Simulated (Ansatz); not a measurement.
**Ta (bcc type): how the settings move a relaxation**

Aim: see which settings change the result for Ta (bcc type), by how much, and at what cost.

Program: Ansatz 0.2.0. Level of theory: reference: DFT, PBE, PAW with Ansatz's default frozen-core files, scalar-relativistic. These are calculated values, not measurements.

**1. The structure to begin with**

The structure is cubic, space group Im-3m (No. 229). Conventional cell: a = 3.321 Å, b = 3.321 Å, c = 3.321 Å, α = 90.00°, β = 90.00°, γ = 90.00°. Ta (site symmetry m-3m) has 8 Ta at 2.88 Å as nearest neighbours.

As a file:

```xyz
1
Lattice="-1.6607 1.6607 1.6607 1.6607 -1.6607 1.6607 1.6607 1.6607 -1.6607" Properties=species:S:1:pos:R:3 pbc="T T T"
Ta    0.0000    0.0000    0.0000
```

**2. Baseline**

The input, input.yaml:

```yaml
crystal:
  lattice:
    - [-1.6607199181, 1.6607199181, 1.6607199181]
    - [1.6607199181, -1.6607199181, 1.6607199181]
    - [1.6607199181, 1.6607199181, -1.6607199181]
  atoms:
    - { symbol: Ta, position: [0.0, 0.0, 0.0] }
kpoints:
  mp_grid: { grid: [18, 18, 18] }
scf:
  occupations: { method: fermi_dirac, width: 0.1 }
hamiltonian:
  xc: pbe
  pseudopotentials: { kind: paw }
output:
  forces: true
  stress: true
relax:
  f_tol: 0.005
  max_steps: 40
  cell: {}
```

On the command line:

```bash
ansatz run input.yaml --threads 2 --pin off --max-ram 4096MiB --backend cpu --events-out ev --progress --plain --runs-dir out
```

**3. Changing settings: pseudopotentials.kind nc, pseudopotentials.accuracy standard, ecutwfc 600 eV**

Changes to input.yaml since step 2:

```diff
@@ -13,3 +13,3 @@
   xc: pbe
-  pseudopotentials: { kind: paw }
+  pseudopotentials: { kind: nc, accuracy: standard }
 output:
@@ -21 +21,3 @@
   cell: {}
+basis:
+  ecutwfc: "600 eV"
```

Before running it: what results should come out? Wanted: for each run, ending; energy change; pressure; gap; force.

**Answer**, as computed:

| run | ending | energy change | pressure (GPa) | gap (eV) | force (eV/Å) | cycles | time |
| --- | --- | --- | --- | --- | --- | --- | --- |
| reference | converged | - | 0.0 | 0.00 | 0.00 | 17 | 3.2 s |
| 1: pseudopotentials.kind nc, pseudopotentials.accuracy standard, ecutwfc 600 eV | converged | not comparable | 0.0 | 0.00 | 0.00 | 18 | 5.1 s |

What this shows: After a change of potentials the difference of the totals has no physical meaning. The cutoff is under what these potentials recommend, as the log warns, so basis error is mixed in. Cost: 18 SCF cycles against 17, 5.1 s against 3.2 s. Run 1 ran under the cutoff that the potentials recommend, as the log warns, so basis error is mixed into its values.
